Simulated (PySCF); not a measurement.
# C₅H₈BrGa: electronic excitations

What electronic excitations should C₅H₈BrGa (`[Br][Ga]1[CH]=CCC[CH2]1`) show?

Computed with PySCF 2.14.0, with density-fitted response routines of our own, on a single molecule in the gas phase. Atoms are numbered from 0 throughout.

## Step 1: Starting geometry

15 atoms, charge 0, multiplicity 1; geometry from: GFN2-xTB.

Bonds of the start (Å): Br0–Ga1 2.30, Ga1–C2 2.01, C2–C3 1.33, C3–C4 1.51, C4–C5 1.54, C5–C6 1.54, C6–Ga1 2.05, C2–H7 1.09, C3–H8 1.09, C4–H9 1.09, C4–H10 1.10, C5–H11 1.10, C5–H12 1.10, C6–H13 1.10, C6–H14 1.10.

## Step 2: TDDFT and polarisability: B3LYP/def2-SVPD

The job: settings as JSON, then the geometry in Å.

```
{"job": {"kind": "uv", "xc": "B3LYP", "basis": "def2-SVPD", "nstates": 8, "ntriplets": 3}, "charge": 0, "multiplicity": 1}
Br    -1.017220     3.256158     2.317085
Ga    -0.431584     1.469567     0.983930
C      1.354439     1.307938     0.074767
C      1.598613     0.112802    -0.460982
C      0.696424    -1.089788    -0.352531
C     -0.784213    -0.814850    -0.670199
C     -1.550387    -0.178549     0.498371
H      2.073936     2.112110    -0.067578
H      2.521178    -0.058390    -1.011778
H      1.063001    -1.858784    -1.036189
H      0.766433    -1.497064     0.663363
H     -0.835351    -0.157217    -1.545248
H     -1.261522    -1.761871    -0.943353
H     -2.579229     0.054493     0.196737
H     -1.618930    -0.888566     1.331692
```

Method: TDDFT B3LYP/def2-SVPD, vertical, gas phase, core orbitals frozen in the response.

Started as:

```
$ OMP_NUM_THREADS=1 python probes_run.py task.json out
```

One launch serves the whole session: the jobs run in the order shown.

Predict these results of the whole session: lowest singlet (B3LYP/def2-SVPD); brightest single state of those computed; lowest triplet.

**Answer**, as computed:

| quantity | value |
| --- | --- |
| lowest singlet (B3LYP/def2-SVPD) | 4.13 eV (300 nm), f = 0.001 |
| brightest single state of those computed | state 2, 5.11 eV, f = 0.105 |
| lowest triplet | 3.81 eV |

In words: The lowest singlet, at 4.13 eV, is HOMO→LUMO 0.99 and is dark; of the 8 states computed, the strongest absorption comes from state 2 at 5.11 eV. The lowest triplet lies 0.33 eV below the lowest singlet (triplets in Tamm-Dancoff, singlets in full TDDFT).
